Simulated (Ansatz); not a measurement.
**C₂H₆GeSi: small, medium and large basis sets**

The task here is to estimate one member of a computed series from the others.

Computed with Ansatz 0.2.0, Gaussian basis. Level: one geometry, several basis sets.

Plan: PBE0-D4/def2-SVP; ωB97M-V/def2-SVP; PBE0-D4/def2-QZVPP; ωB97M-V/def2-QZVPP; the functionals' def2-TZVPP values are taken from earlier runs.

## The relaxed structure

The geometry comes from an earlier relaxation with PBE0-D4 in a triple-zeta def2 set; it is a stationary point, not always the lowest conformer.

SMILES `C1=[CH][GeH2][SiH2]1`, 10 atoms, charge 0, spin multiplicity 1.

Atoms are counted from 1 here; the program's logs count them from 0.

Bond lengths: C1–C2 1.345 Å, C1–Si4 1.877 Å, C1–H5 1.089 Å, C2–Ge3 1.968 Å, C2–H6 1.089 Å, Ge3–Si4 2.380 Å, Ge3–H7 1.540 Å, Ge3–H8 1.540 Å, Si4–H9 1.489 Å, Si4–H10 1.489 Å. Angles: C2–C1–Si4 105.9°, C2–C1–H5 123.0°, Si4–C1–H5 131.1°, C1–C2–Ge3 105.3°, C1–C2–H6 123.8°, Ge3–C2–H6 131.0°, C2–Ge3–Si4 72.5°, C2–Ge3–H7 114.8°, C2–Ge3–H8 114.8°, Si4–Ge3–H7 121.0°, Si4–Ge3–H8 120.9°, H7–Ge3–H8 108.5°, C1–Si4–Ge3 76.3°, C1–Si4–H9 115.5°, C1–Si4–H10 115.4°, Ge3–Si4–H9 119.6°, Ge3–Si4–H10 119.6°, H9–Si4–H10 107.7°.

Set-up of the first run:

Input file in.yaml:

```yaml
crystal:
  periodic: [false, false, false]
  atoms:
    - {symbol: C, position_ang: [-0.848440, 0.854486, -0.471194]}
    - {symbol: C, position_ang: [-1.172930, -0.440662, -0.306367]}
    - {symbol: Ge, position_ang: [0.445849, -1.291368, 0.421505]}
    - {symbol: Si, position_ang: [0.933511, 1.015158, 0.095784]}
    - {symbol: H, position_ang: [-1.544598, 1.594587, -0.863067]}
    - {symbol: H, position_ang: [-2.150289, -0.855237, -0.548894]}
    - {symbol: H, position_ang: [1.072836, -2.368735, -0.482442]}
    - {symbol: H, position_ang: [0.288241, -1.874515, 1.837865]}
    - {symbol: H, position_ang: [1.152903, 1.895398, 1.277063]}
    - {symbol: H, position_ang: [1.905916, 1.419788, -0.957354]}
basis:
  gaussian: {orbitals: def2-SVP}
hamiltonian: {xc: pbe0, dispersion: d4}
output: {orbitals: {seedname: orbitals}}
```

Steps of the session up to this table: PBE0-D4 in def2-SVP; ωB97M-V in def2-SVP; PBE0-D4 in def2-QZVPP; ωB97M-V in def2-QZVPP.

One of the session's tables, all rows but one given; the rest of the session is left out.

It belongs to the step «Functionals by basis». 

```
functional       basis  HOMO (eV)
   PBE0-D4    def2-SVP      -7.63
   PBE0-D4  def2-TZVPP      -7.60
   PBE0-D4  def2-QZVPP          ?
   ωB97M-V    def2-SVP      -9.63
   ωB97M-V  def2-TZVPP      -9.63
   ωB97M-V  def2-QZVPP      -9.63
```

**Question.** Estimate the row for PBE0-D4, def2-QZVPP.

As computed: HOMO (eV): -7.61. In the column «HOMO (eV)» it lies between PBE0-D4, def2-SVP (-7.63) and PBE0-D4, def2-TZVPP (-7.60).
